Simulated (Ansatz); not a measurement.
# RbCaPdC6N6: the cost of one run

Method: DFT PBE, scalar-relativistic, plane waves, PAW, in Ansatz 0.2.0.

1 further run of the same task is left out (it didn't finish).

### Step 1. The starting structure

It takes space group F-43m (No. 216, cubic). The conventional cell has a = 10.636 Å, b = 10.636 Å, c = 10.636 Å, α = 90.00°, β = 90.00°, γ = 90.00°. Rb (site symmetry -43m) has 12 N at 3.79 Å and 12 C at 3.83 Å in its first shell of neighbours. Ca (site symmetry -43m) is surrounded by 6 N at 2.21 Å. Around Pd (site symmetry -43m) lie 6 C at 1.94 Å. C (site symmetry 2mm) has 1 N at 1.17 Å and 1 Pd at 1.94 Å in its first shell of neighbours. N (site symmetry 2mm) is surrounded by 1 C at 1.17 Å.

Structure file:

```cif
data_structure
_symmetry_space_group_name_H-M 'P 1'
_symmetry_Int_Tables_number 1
_cell_length_a 7.5208
_cell_length_b 7.5208
_cell_length_c 7.5208
_cell_angle_alpha 60.000
_cell_angle_beta 60.000
_cell_angle_gamma 60.000
_cell_volume 300.80
loop_
_atom_site_label
_atom_site_type_symbol
_atom_site_fract_x
_atom_site_fract_y
_atom_site_fract_z
_atom_site_occupancy
Rb1 Rb 0.75000 0.75000 0.75000 1
Ca1 Ca 0.50000 0.50000 0.50000 1
Pd1 Pd 0.00000 0.00000 0.00000 1
C1 C 0.81779 0.18221 0.18221 1
C2 C 0.18221 0.18221 0.81779 1
C3 C 0.81779 0.18221 0.81779 1
C4 C 0.18221 0.81779 0.81779 1
C5 C 0.81779 0.81779 0.18221 1
C6 C 0.18221 0.81779 0.18221 1
N1 N 0.70778 0.29222 0.29222 1
N2 N 0.29222 0.29222 0.70778 1
N3 N 0.70778 0.29222 0.70778 1
N4 N 0.29222 0.70778 0.70778 1
N5 N 0.70778 0.70778 0.29222 1
N6 N 0.29222 0.70778 0.29222 1
```

Recipe of the guess: cyanide-bridged rock-salt net of two metals, 1 guest cations a cell (F-43m, No. 216). Lengths come from tabulated atomic sizes and are only a guess.

### Step 2. The guess as it stands, on a coarse mesh

File input.yaml:

```yaml
crystal:
  lattice:
    - [0.0, 5.318, 5.318]
    - [5.318, 0.0, 5.318]
    - [5.318, 5.318, 0.0]
  atoms:
    - { symbol: Rb, position: [0.75, 0.75, 0.75] }
    - { symbol: Ca, position: [0.5, 0.5, 0.5] }
    - { symbol: Pd, position: [0.0, 0.0, 0.0] }
    - { symbol: C, position: [0.81778864, 0.18221136, 0.18221136] }
    - { symbol: C, position: [0.18221136, 0.18221136, 0.81778864] }
    - { symbol: C, position: [0.81778864, 0.18221136, 0.81778864] }
    - { symbol: C, position: [0.18221136, 0.81778864, 0.81778864] }
    - { symbol: C, position: [0.81778864, 0.81778864, 0.18221136] }
    - { symbol: C, position: [0.18221136, 0.81778864, 0.18221136] }
    - { symbol: "N", position: [0.70778488, 0.29221512, 0.29221512] }
    - { symbol: "N", position: [0.29221512, 0.29221512, 0.70778488] }
    - { symbol: "N", position: [0.70778488, 0.29221512, 0.70778488] }
    - { symbol: "N", position: [0.29221512, 0.70778488, 0.70778488] }
    - { symbol: "N", position: [0.70778488, 0.70778488, 0.29221512] }
    - { symbol: "N", position: [0.29221512, 0.70778488, 0.29221512] }
basis:
  ecutwfc: 420
kpoints:
  mp_grid: { grid: [4, 4, 4] }
hamiltonian:
  xc: pbe
scf:
  occupations: { method: gaussian, width: 0.1 }
  lower_state_search: "off"
output:
  forces: true
  stress: true
  eigenvalues: true
```

Launch:

```sh
$ ansatz run input.yaml --threads 1 --pin off --max-ram 2560MiB --backend cpu --events-out ev --progress --plain --runs-dir out
```

**Question.** How long does this run take on 1 thread of Intel Xeon Platinum 8488C (Sapphire Rapids), shared host, and how much memory does it need?

About 11 s, with a peak of 0.59 GiB.
